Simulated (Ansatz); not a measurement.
# GaGe3 (Pm-3m) in Ansatz: relaxation of cell and atoms with PBE0

Aim: the relaxation of cell and atoms of GaGe3 with PBE0.

Program: Ansatz 0.2.0. These are calculated values, not measurements. Logs are shortened: lines on timing, memory, paths and dates and some standing lists are left out, and cuts for length are marked.

## 1. Starting point

Symmetry: Pm-3m, No. 221, cubic system. The conventional cell has a = 4.278 Å, b = 4.278 Å, c = 4.278 Å, α = 90.00°, β = 90.00°, γ = 90.00°. Around Ge (site symmetry 4/mmm) lie 8 Ge at 3.03 Å and 4 Ga at 3.03 Å. Ga (site symmetry m-3m) is surrounded by 12 Ge at 3.03 Å.

The cell comes from a database or a generator and needn't be the stable form of this composition.

## 2. Relaxation of cell and atoms, PBE0

Contents of input:

```
crystal:
  lattice:
    - [4.278466, 0.0, 0.0]
    - [0.0, 4.278466, 0.0]
    - [0.0, 0.0, 4.278466]
  atoms:
    - { symbol: Ge, position: [0.5, 0.5, 0.0] }
    - { symbol: Ge, position: [0.5, 0.0, 0.5] }
    - { symbol: Ge, position: [0.0, 0.5, 0.5] }
    - { symbol: Ga, position: [0.0, 0.0, 0.0] }
hamiltonian:
  xc: pbe0
  pseudopotentials: { kind: paw }
kpoints:
  mp_grid: { grid: [4, 4, 4] }
scf:
  occupations: { method: fermi_dirac, width: 0.05 }
output:
  forces: true
  stress: true
  eigenvalues: true
relax:
  f_tol: 0.01
  max_steps: 40
  cell: { stress_tol: 0.05 }
```

Potentials or basis: Ansatz PAW.

Output:

```text
GPUs: using 1 of 1 available (devices: 1).
Engine: ansatz 0.2.0, x86_64-unknown-linux-gnu
Pseudopotentials: kind: paw
Pseudopotential: Ge, paw, valence charge 14, recommended cutoff 420 eV (normal), Ge.paw.azcp
Pseudopotential: Ga, paw, valence charge 13, recommended cutoff 420 eV (normal), Ga.paw.azcp
Functional definition: PBE0
  parameter a = 0.25
  parameter kappa = 0.804
  parameter beta = 0.06672455060314922
  exchange = (1 - a)*pbe_x(kappa = kappa, mu = beta*pi^2/3) + a*exact_x
  correlation = pbe_c(beta = beta)
device memory: the entry about to start is reckoned to put 0.9 GiB on a device that reports 50.2 GiB free (of which the cap on the GPU budget leaves the run 18.0 GiB)
GPU FFT provider: cuFFT
GPU libraries: cuBLAS 13.8.2, cuFFT 12.4.0, cuSOLVER 12.3.4
Crystal: 4 atoms, lattice volume = 78.318 Å³
Basis set: ecut = 420 eV, 1551 PW (Γ), exchange–correlation on 60×60×60 points (8 copies of the dense FFT grid, shifted against one another)
Bands: 33, of which v1, the nominal top of the filled ones, is band 28 counted from 1 (27 counted from 0)
Symmetry: 48 space group operations
Space group: Pm-3m (ITA 221), of the structure as read, at distance tolerance 4.3e-5 Å
k-points: 10 of 64
Non-local potential: Ge, projectors of the file, l = 0: 2, l = 1: 2, l = 2: 3, l = 3: 1
Non-local potential: Ga, projectors of the file, l = 0: 2, l = 1: 2, l = 2: 3, l = 3: 1
PAW form: soft (Blöchl's): semilocal exchange-correlation on the pseudo side does not see the compensation charge
PAW frozen core: Ge, regenerated for the run's functional, and the local potential with it (the file was generated under x = pbe(κ = 0.804, μ = 0.2195149727645171), c = pbe(β = 0.06672455060314922))
PAW frozen core: Ga, regenerated for the run's functional, and the local potential with it (the file was generated under x = pbe(κ = 0.804, μ = 0.2195149727645171), c = pbe(β = 0.06672455060314922))
PAW one-centre angular grid: Ge, 590 points (default); XC on 64 Gauss nodes
PAW one-centre angular grid: Ga, 590 points (default); XC on 64 Gauss nodes
Initial density: superposition of atomic densities (neutral atoms: chi_scale 0, normalization atom), corrected by the library's trained network
Initial wavefunctions: pseudopotential atomic-orbital guess
GPU buffer pool allocated for 27000 grid points (all kernels)
GPU transforms: local potential and band sums: pruned to the plane-wave sphere, on 30×30×30
Functional: x = pbe(κ = 0.804, μ = 0.2195149727645171), c = pbe(β = 0.06672455060314922), warm-up for x = 0.75 pbe(κ = 0.804, μ = 0.2195149727645171) + 0.25 exact, c = pbe(β = 0.06672455060314922)
SCF iter   1: F=—  HF=-16667.024812 eV  |F-HF|=—  |Δ(HF+E_count)|=         —  Δρ=2.44e-3  dr2=5.76e-3  ethr=1.77e-3  ⟨swp⟩=5.0  Hψ=1191  notcnv=0
preconditioner: auto → none  [insulator: Δε(μ)=0.147 eV  Ē_g=20.319 eV  σ=0.050 eV  W_gap=0.50  n_scr=26 (ndim 8)  ℏωp=31.1 eV  f_vac=0.000  D(μ)=2.33/eV (n_scr^D=18)]
iter 2 solved again at ethr=4.02e-7 eV; its pass at ethr=1.05e-5 eV (dr2=2.21e-4 eV) is discarded
SCF iter   2: F=—  HF=-16667.023740 eV  |F-HF|=—  |Δ(HF+E_count)|=   1.07e-3  Δρ=9.44e-4  dr2=2.25e-4  ethr=4.02e-7  ⟨swp⟩=3.4  Hψ=1445  notcnv=0
SCF iter   3: F=—  HF=-16667.023783 eV  |F-HF|=—  |Δ(HF+E_count)|=   4.37e-5  Δρ=3.70e-4  dr2=3.02e-5  ethr=4.02e-7  ⟨swp⟩=3.0  Hψ=631  notcnv=0
[... 294 lines left out ...]
Free energy (F): -16669.500534 eV
Frozen-core exchange: fock
Harris-Foulkes:  -16669.500534 eV  (|F-HF|=0.00e0)
Internal energy: -16669.497433 eV  (E = F + TS)
E sigma→0 (E₀):  -16669.498983 eV
Entropy (-TS):   -0.003101 eV (-0.775 meV/atom)
Fermi energy:    10.869863 eV
--- Per-component energies (eV) ---
  E_band       = -536.459119
  E_kinetic    = 441.228791
  E_local      = -8155.666524  (includes V_loc(G=0)·N_el)
  E_nonlocal   = 1671.205514
  E_hartree    = 3630.981342
  E_xc         = -227.878863
  E_vxc        = -194.162098  (∫ρ·V_xc dr)
  E_exx        = -232.723645  (= α·E_x^exact, valence–valence)
  E_paw        = -7873.264597  (= ΣΔE_a)
  E_vpaw       = -1095.581219  (= ΣTr[D̂ρ^β])
  E_aug_tail   = 0.001017  (compensation charges beyond the density's cutoff)
  E_ewald      = -5922.232122
  E_core_change = -1.148345  (= ΣΔE_core)
  E_smearing   = -0.003101  (= −TS)
  E_closure    = -0.000000  (closes the sum)
  Σ components = -16669.500534   (vs F -16669.500534, Δ=-3.64e-12)
--- Forces (eV/Å), atoms counted from 1 ---
  atom   1  Ge    -0.00000000     0.00000000    -0.00000000
  atom   2  Ge     0.00000000    -0.00000000     0.00000000
  atom   3  Ge    -0.00000000     0.00000000    -0.00000000
  atom   4  Ga    -0.00000000    -0.00000000    -0.00000000
  max |Σ_I F_I| component: 8.87e-31 eV/Å
--- Stress (GPa, compression-positive) ---
        0.010408       0.000000       0.000000
        0.000000       0.010408       0.000000
        0.000000       0.000000       0.010408
  P = ⅓ Tr σ = 0.0104 GPa (0.104 kbar)
--- Band table (eV; the first three rows and the last of 10) ---
  k-point 0: bands = ["-17.8104", "-17.8104", "-17.8104", "-17.8028", "-17.7477", "-17.7477", "-17.7157", "-17.7157", "-17.7157", "-17.7083", "-17.7083", "-17.6680", "-17.6680", "-17.6680", "-17.6648", "-7.3598", "-7.3598", "-7.3470", "-7.3470", "-7.3470", "-4.0283", "4.3693", "4.3693", "5.9878", "5.9878", "5.9878", "7.0417", "14.3699", "14.3699", "14.3699", "15.3757", "15.3757", "15.3757"]
  k-point 1: bands = ["-17.8080", "-17.7910", "-17.7910", "-17.7902", "-17.7463", "-17.7368", "-17.7189", "-17.7181", "-17.7168", "-17.7168", "-17.7082", "-17.6887", "-17.6887", "-17.6746", "-17.6680", "-7.3587", "-7.3529", "-7.3529", "-7.3528", "-7.3469", "-3.4595", "1.2473", "4.6187", "6.4827", "6.6057", "6.6057", "11.4536", "12.1008", "12.1008", "12.2890", "12.9732", "15.4837", "15.4837"]
  k-point 2: bands = ["-17.8055", "-17.7715", "-17.7474", "-17.7474", "-17.7432", "-17.7384", "-17.7384", "-17.7371", "-17.7208", "-17.7195", "-17.7124", "-17.7124", "-17.7084", "-17.6897", "-17.6683", "-7.3586", "-7.3586", "-7.3575", "-7.3471", "-7.3459", "-2.0526", "-1.2917", "4.9597", "7.0477", "8.2230", "8.2230", "8.9497", "8.9497", "10.5066", "11.2708", "16.6355", "16.6906", "16.6906"]
  k-point 9: bands = ["-17.7771", "-17.7771", "-17.7771", "-17.7625", "-17.7625", "-17.7625", "-17.7621", "-17.7185", "-17.7185", "-17.7185", "-17.7031", "-17.7031", "-17.6713", "-17.6713", "-17.6713", "-7.3730", "-7.3730", "-7.3730", "-7.3318", "-7.3318", "1.6156", "1.6156", "1.6156", "3.9632", "4.4904", "4.5485", "4.5485", "4.5485", "19.0154", "19.0154", "19.1120", "19.1120", "19.1120"]
--- Relaxed structure (4 steps of the walk, 4 accepted, 1 SCFs on fresh bases) ---
  F+E_penalty+E_count = -16669.50053360 eV   max|allowed force component| = 7.478e-31 eV/Å   (the final SCF, on the basis selected at the relaxed cell)
  cell:  # Å, volume = 75.0100 Å³
    - [4.217351558440291, 6.459890021798853e-34, 8.265449344661886e-34]
    - [6.459890021798853e-34, 4.217351558440291, -6.419766481290785e-35]
    - [7.623472696532809e-34, -6.419766481290785e-35, 4.217351558440291]
  atoms:
    - { symbol: Ge, position: [0.5, 0.5, 2.550821490271075e-34] }
    - { symbol: Ge, position: [0.5, -9.002899377427886e-35, 0.5] }
    - { symbol: Ge, position: [9.453044346299092e-34, 0.5, 0.5] }
    - { symbol: Ga, position: [-1.2153914159527313e-33, 2.1006765213998016e-34, -2.2507248443568215e-34] }
```

It took 1.8 min on 1 × NVIDIA H100 80GB HBM3 with 2 threads of AMD EPYC 7R13 (Zen 3), shared host; peak memory 2 GiB.

Results:

```
Free energy                            : -16669.5005 eV
Relaxed volume                         : 18.75 Å³/atom
Relaxed cell                           : a = 4.217 Å, b = 4.217 Å, c = 4.217 Å, α = 90.00°, β = 90.00°, γ = 90.00°
Space group after relaxing (to 0.05 Å) : Pm-3m (No. 221)
Energy gained by relaxing              : 8.1 meV/atom
Ionic steps                            : 5
Pressure after relaxing                : 0.0 GPa
Band gap on the k mesh                 : none (metal or under the smearing width)
```

Step by step:
```
step  energy change (eV)  largest force (eV/Å)  volume (Å³)
   1              0.0000                0.0000        78.32
   2             -0.0212                0.0000        73.04
   3             -0.0333                0.0000        75.16
   4             -0.0334                0.0000        75.01
   5             -0.0322                0.0000        75.01
```

Final structure:
```xyz
4
Lattice="4.2174 0.0000 0.0000 0.0000 4.2174 0.0000 0.0000 0.0000 4.2174" Properties=species:S:1:pos:R:3 pbc="T T T"
Ge    2.1087    2.1087    0.0000
Ge    2.1087    0.0000    2.1087
Ge    0.0000    2.1087    2.1087
Ga    0.0000    0.0000    0.0000
```

Caveat: the k mesh is coarse (spacing up to 0.37 Å⁻¹), so the values aren't converged, least of all with exact exchange; the plane-wave basis is chosen anew once the cell has moved, so the energies of steps on either side of that aren't comparable; the PAW data sets come from PBE, with cores solved anew for the run's functional, which leaves a small shift of forces and pressure.
